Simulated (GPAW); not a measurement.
Runs of GPAW 26.7.0 on Hf2Pd2Se2Br2O3. Symmetry: P-3m1, No. 164, trigonal system. Conventional cell: a = 3.726 Å, b = 3.726 Å, c = 17.009 Å, α = 90.00°, β = 90.00°, γ = 120.00°. Around Hf (site symmetry 3m) lie 7 O at 2.15 to 2.43 Å. Pd (site symmetry 3m) has 3 Se at 2.51 Å and 3 Br at 2.70 Å as nearest neighbours. Around Se (site symmetry 3m) lie 3 Pd at 2.51 Å and 1 Hf at 2.73 Å. Around Br (site symmetry 3m) lie 3 Pd at 2.70 Å. Around O (site symmetry 3m) lie 4 Hf at 2.15 to 2.37 Å. Around O (site symmetry -3m) lie 6 Hf at 2.43 Å and 6 O at 2.48 Å. The cell was built by a generator and needn't be a form met in nature.

```tsv
level	gap on the mesh (eV)	pressure (GPa)	largest force (eV/Å)
PBE+D3(BJ)	none	(b)	0.13
PBE	none	(a)	0.14
PBE+D3	none	-2.3	0.12
PBE+D4	none	-2.5	0.12
```

Alike in all rows: task single point; potentials or basis GPAW PAW data sets (gpaw-data 1.2.1), pw; no spin polarisation; cell as given; k mesh 4 × 4 × 1; cutoff (eV) 800; smearing fermi-dirac 0.05 eV; the mesh is coarse, so values aren't converged.

**Question.** Fill in the values left out.

**Answer.** (a) -0.2; (b) -2.9.

Caveats: all runs use coarse meshes; this functional lacks dispersion, which binds the layers, so the pressure and a relaxed spacing across them are unreliable (some runs).

A k mesh can miss the band edges, and the runs leave out spin-orbit coupling on Br, Hf, Pd, Se.

A gap of «none» marks a metal or a gap under the smearing width.

Not every run made on this cell is shown here.
